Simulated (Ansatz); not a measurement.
# Si₂GeH₇ radical: basis-set convergence

The task here is to estimate one member of a computed series from the others.

Method: one geometry, several basis sets; program: Ansatz 0.2.0, Gaussian basis.

The runs, in order: PBE0-D4/def2-SVP; ωB97M-V/def2-SVP; PBE0-D4/def2-QZVPP; ωB97M-V/def2-QZVPP; the functionals' def2-TZVPP values are taken from earlier runs.

### The geometry

An earlier PBE0-D4 in a triple-zeta def2 set relaxation fixed the geometry.

SMILES `[SiH2][GeH2][SiH3]`, 10 atoms, charge 0, spin multiplicity 2.

Atoms are counted from 1 here; the program's logs count them from 0.

Bond lengths: Si1–Ge2 2.371 Å, Si1–H4 1.489 Å, Si1–H5 1.489 Å, Ge2–Si3 2.379 Å, Ge2–H6 1.544 Å, Ge2–H7 1.540 Å, Si3–H8 1.487 Å, Si3–H9 1.486 Å, Si3–H10 1.487 Å. Angles: Ge2–Si1–H4 112.8°, Ge2–Si1–H5 114.4°, H4–Si1–H5 109.6°, Si1–Ge2–Si3 109.9°, Si1–Ge2–H6 110.9°, Si1–Ge2–H7 108.7°, Si3–Ge2–H6 109.7°, Si3–Ge2–H7 110.0°, H6–Ge2–H7 107.5°, Ge2–Si3–H8 109.6°, Ge2–Si3–H9 109.7°, Ge2–Si3–H10 110.8°, H8–Si3–H9 108.8°, H8–Si3–H10 108.9°, H9–Si3–H10 109.0°.

Set-up of the first run:

in.yaml reads:

```yaml
crystal:
  periodic: [false, false, false]
  atoms:
    - {symbol: Si, position_ang: [-1.908221, 0.629550, -0.839583]}
    - {symbol: Ge, position_ang: [0.377695, 0.792847, -0.230007]}
    - {symbol: Si, position_ang: [1.004393, -1.091599, 1.079714]}
    - {symbol: H, position_ang: [-2.226231, -0.640326, -1.549408]}
    - {symbol: H, position_ang: [-2.419896, 1.784907, -1.627840]}
    - {symbol: H, position_ang: [1.277414, 0.879585, -1.481889]}
    - {symbol: H, position_ang: [0.581690, 2.087882, 0.577387]}
    - {symbol: H, position_ang: [0.764513, -2.337999, 0.305568]}
    - {symbol: H, position_ang: [0.188437, -1.133464, 2.321453]}
    - {symbol: H, position_ang: [2.443206, -1.022484, 1.447605]}
basis:
  gaussian: {orbitals: def2-SVP}
magnetization: {spin_polarized: true, initial_magnetization: 1}
hamiltonian: {xc: pbe0, dispersion: d4}
output: {orbitals: {seedname: orbitals}}
```

Launch:

```bash
$ ansatz run in.yaml --threads 4 --pin off --events-out ev --progress --plain --max-ram 10444MiB
```

Among the steps run: PBE0-D4 in def2-SVP; ωB97M-V in def2-SVP; PBE0-D4 in def2-QZVPP; ωB97M-V in def2-QZVPP.

One of the session's tables, all rows but one given; the rest of the session is left out.

It belongs to the step «Functionals by basis». 

```
functional       basis  HOMO (eV)  LUMO (eV)
   PBE0-D4    def2-SVP      -6.24      -2.64
   PBE0-D4  def2-TZVPP      -6.24      -2.67
   PBE0-D4  def2-QZVPP      -6.24      -2.68
   ωB97M-V    def2-SVP      -7.91      -0.96
   ωB97M-V  def2-TZVPP      -7.95      -1.07
   ωB97M-V  def2-QZVPP          ?          ?
```

Estimate the missing values for ωB97M-V, def2-QZVPP.

**Answer.** HOMO (eV): -7.96; LUMO (eV): -1.13. In the column «HOMO (eV)» it is the lowest.
